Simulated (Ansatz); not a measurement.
What does this script print? It uses Ansatz's Python interface.

`methods.py`
```python
"""FGeH5OSi at several levels of theory."""

from pathlib import Path

import ansatz as az
import numpy as np

GEOMETRY = """
O    -0.70550    1.70650   -0.83650
Si    0.57390    0.78680   -0.35240
Ge   -0.22960   -1.08800    0.73980
F    -1.15060   -2.00750   -0.32890
H    -1.25330    1.16920   -1.49740
H     1.43430    1.58550    0.55220
H     1.38210    0.38100   -1.52620
H     1.04540   -1.94180    1.19200
H    -1.00810   -0.63790    2.04040
"""

molecule = az.Crystal.molecule()
for line in GEOMETRY.strip().splitlines():
    symbol, *xyz = line.split()
    molecule = molecule.atom(symbol, [float(v) for v in xyz])

calc = molecule.calculation().basis(gaussian="def2-SVP")

print("functional    E (Ha)        dipole (D)   HOMO (eV)  LUMO (eV)")
for name in ["hse06", "lda", "cam_b3lyp", "pbe", "b3lyp", "blyp"]:
    rep = calc.functional(name).forces().orbitals().run(runs_dir="runs").report
    lines = Path(rep["orbitals_path"]).read_text().splitlines()
    field_of = lambda key: [line.split("=")[1].strip() for line in lines if line.startswith(key)]
    orbitals = [(27.211386 * float(e), s, float(n)) for e, s, n in zip(field_of("Ene="), field_of("Spin="), field_of("Occup="))]
    homo = max(e for e, _, n in orbitals if n > 0.5)
    lumo = min(e for e, _, n in orbitals if n < 0.5)
    dipole = 4.803205 * np.linalg.norm(rep["charge_distribution"]["dipole_moment_e_ang"])
    print(f"{name:10s} {rep['free_energy_ev'] / 27.211386246:14.6f} {dipole:9.3f} {homo:11.3f} {lumo:10.3f}")
```

```console
$ python methods.py
functional    E (Ha)        dipole (D)   HOMO (eV)  LUMO (eV)
hse06        -2543.550964     0.382      -7.348     -1.025
lda          -2538.591272     0.338      -6.464     -1.728
cam_b3lyp    -2544.201077     0.403      -9.015      0.446
pbe          -2543.475510     0.290      -6.382     -1.493
b3lyp        -2544.192891     0.368      -7.500     -0.836
blyp         -2544.140227     0.313      -6.243     -1.342
```

Reading the output:
- Total energies depend on the basis set; only differences at equal settings carry meaning.
- The geometry is a force-field or estimated start, not a minimum of this method, and the basis set is short of its limit. A lower total doesn't mark the better method: functionals have no common bound, and MP2 and coupled cluster aren't variational.
- b3lyp holds the VWN-RPA fit, as in Gaussian; the form of ORCA and Turbomole is b3lyp5.
- Levels such as HOMO and LUMO are orbital energies: with these approximate functionals they aren't the ionisation energy and electron affinity, and their gap isn't the fundamental gap.
- hse06 follows the composition of plane-wave codes, whose totals differ by tens of mHa, up to about 0.1 Ha, from the form usual in Gaussian-basis programs (wpbeh).
- Timing: 16 s on 1 thread of Intel(R) Xeon(R) 6975P-C (Granite Rapids), with other jobs on the host, peak memory 0.33 GiB.

(Lines on the test bed's own set-up are left out of the output.)
